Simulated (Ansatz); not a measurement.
# F₂GeH₄SSi: one species, many methods

An exercise on one series of results from a longer session: the logs are not shown, and one member is left open.

The runs use Ansatz 0.2.0, Gaussian basis; functionals in def2-TZVPP, the program's frozen cores in correlated methods.

The runs, in order: PBE-D4, r2SCAN-D4, PBE0-D4, B3LYP-D4, ωB97X-V, ωB97M-V, B2PLYP; CCSD(T)/def2-TZVPP; MP2/def2-QZVPP; extrapolation to the limit.

## The geometry

An earlier PBE0-D4 in a triple-zeta def2 set relaxation fixed the geometry.

9 atoms, charge 0, spin multiplicity 1.

Atoms are counted from 1 here; the program's logs count them from 0.

Bond lengths: F1–Si2 1.587 Å, Si2–F3 1.589 Å, Si2–S4 2.092 Å, Si2–H6 1.471 Å, S4–Ge5 2.247 Å, Ge5–H7 1.532 Å, Ge5–H8 1.532 Å, Ge5–H9 1.532 Å. Angles: F1–Si2–F3 105.0°, F1–Si2–S4 112.0°, F1–Si2–H6 108.7°, F3–Si2–S4 111.0°, F3–Si2–H6 109.6°, S4–Si2–H6 110.5°, Si2–S4–Ge5 98.6°, S4–Ge5–H7 109.1°, S4–Ge5–H8 104.4°, S4–Ge5–H9 108.8°, H7–Ge5–H8 111.5°, H7–Ge5–H9 111.4°, H8–Ge5–H9 111.3°.

The first run:

Contents of in.yaml:

```yaml
crystal:
  periodic: [false, false, false]
  atoms:
    - {symbol: F, position_ang: [-1.229449, 0.245668, 1.963344]}
    - {symbol: Si, position_ang: [-1.197024, 0.989374, 0.561869]}
    - {symbol: F, position_ang: [0.061686, 1.956740, 0.637365]}
    - {symbol: S, position_ang: [-1.014300, -0.353268, -1.032211]}
    - {symbol: Ge, position_ang: [1.098762, -1.024690, -0.667130]}
    - {symbol: H, position_ang: [-2.424190, 1.788048, 0.423891]}
    - {symbol: H, position_ang: [1.351792, -1.082465, 0.842533]}
    - {symbol: H, position_ang: [1.172815, -2.415925, -1.303382]}
    - {symbol: H, position_ang: [2.053910, -0.045882, -1.357377]}
basis:
  gaussian: {orbitals: def2-TZVPP}
hamiltonian: {xc: pbe, dispersion: d4}
output: {forces: true, orbitals: {seedname: orbitals}}
```

Steps of the session up to this table: PBE-D4 (GGA); r2SCAN-D4 (meta-GGA); PBE0-D4 (hybrid); B3LYP-D4 (hybrid); ωB97X-V (range-separated); ωB97M-V (range-separated); B2PLYP (double hybrid); CCSD(T) in def2-TZVPP; MP2 in def2-QZVPP.

One of the session's tables, all rows but one given; the rest of the session is left out.

It belongs to the step «Atomisation energies». 

| method | atomisation energy (eV) |
| --- | --- |
| PBE-D4 | 31.353 |
| r2SCAN-D4 | 31.484 |
| PBE0-D4 | 30.903 |
| B3LYP-D4 | 31.021 |
| ωB97X-V | 31.611 |
| ωB97M-V | 31.364 |
| B2PLYP | 30.852 |
| HF/def2-TZVPP | 23.157 |
| MP2/def2-TZVPP | 31.317 |
| CCSD/def2-TZVPP | 30.236 |
| CCSD(T)/def2-TZVPP | 30.698 |
| MP2/CBS | ? |
| CCSD(T)/CBS | 31.593 |

Q: Estimate the row for MP2/CBS from the others.

**Answer.** atomisation energy (eV): 32.212. In the column «atomisation energy (eV)» it is the highest.
